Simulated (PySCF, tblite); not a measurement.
# C₅H₈ClFSi: geometry, infrared bands and NMR shifts

What infrared bands and NMR shifts should C₅H₈ClFSi (`FC[C@H]1C=C1[SiH2]CCl`) show?

The runs use tblite 0.8.0 and PySCF 2.14.0, with density-fitted response routines of our own; the level of theory stands in each step. All values are computed, except where a source is named. Atoms are numbered from 0 throughout.

## 1. The starting structure

16 atoms, charge 0, multiplicity 1; geometry from: force field or distance geometry start.

Bonds of the start (Å): F0–C1 1.35, C1–C2 1.50, C2–C3 1.41, C3–C4 1.29, C4–Si5 1.70, Si5–C6 1.85, C6–Cl7 1.78, C4–C2 1.43, C1–H8 1.10, C1–H9 1.09, C2–H10 1.09, C3–H11 1.07, Si5–H12 1.49, Si5–H13 1.48, C6–H14 1.10, C6–H15 1.09.

## 2. Geometry optimisation with GFN2-xTB

Job settings and geometry (Å):

```
{"job": {"kind": "relax", "xc": "GFN2-xTB", "basis": "xTB"}, "charge": 0, "multiplicity": 1}
F     -1.633700     1.014800    -1.395000
C     -1.670300    -0.333700    -1.275500
C     -1.440900    -0.669400     0.171800
C     -0.725100    -1.818200     0.575500
C     -0.125600    -0.684400     0.739300
Si     1.179700     0.322700     1.171900
C      1.789000     1.455700    -0.156200
Cl     2.446600     0.510500    -1.508500
H     -0.892500    -0.754600    -1.927100
H     -2.649300    -0.691300    -1.597900
H     -2.254700    -0.319700     0.804200
H     -0.706900    -2.886700     0.683900
H      2.312300    -0.494300     1.692800
H      0.790100     1.158500     2.335100
H      2.587800     2.111400     0.208100
H      0.985900     2.087700    -0.533600
```

Run with:

```bash
> OMP_NUM_THREADS=1 python probes_run.py task.json out
```

This one command runs all jobs of the session in turn.

**Question.** This job is followed by: GFN2-xTB harmonic vibrations, gas phase; GIAO PBE0/pcSseg-1 NMR shielding, non-relativistic, gas phase. Predict these results of the whole session: strongest single infrared mode (GFN2-xTB); zero-point energy (GFN2-xTB); 13C shifts against TMS (PBE0/pcSseg-1); 1H shifts against TMS (PBE0/pcSseg-1); 19F shifts against CFCl3 (PBE0/pcSseg-1); 29Si shifts against TMS (PBE0/pcSseg-1); 35Cl shifts against HCl (PBE0/pcSseg-1).

As calculated:

| quantity | value |
| --- | --- |
| strongest single infrared mode (GFN2-xTB) | 2248 cm⁻¹, 341 km/mol |
| zero-point energy (GFN2-xTB) | 69.2 kcal/mol |
| 13C shifts against TMS (PBE0/pcSseg-1) | 141.2, 128.7, 95.6, 31.1, 22.4 ppm |
| 1H shifts against TMS (PBE0/pcSseg-1) | 8.23, 5.26, 4.88, 4.76, 3.93, 3.68, 3.10, 1.92 ppm |
| 19F shifts against CFCl3 (PBE0/pcSseg-1) | -243.6 ppm |
| 29Si shifts against TMS (PBE0/pcSseg-1) | -52.7 ppm |
| 35Cl shifts against HCl (PBE0/pcSseg-1) | 35 ppm |

What this shows: Relaxing lowered the energy by 0.754 eV in 65 steps; the close pair that moved most is C4–Si5, from 1.704 to 1.856 Å. All 42 modes are real, so the xTB geometry is a minimum. The strongest single mode, at 2248 cm⁻¹, moves mainly H13. Unscaled tight-binding wavenumbers are off by several per cent, some by more. Its intensities can rank the bands wrongly.
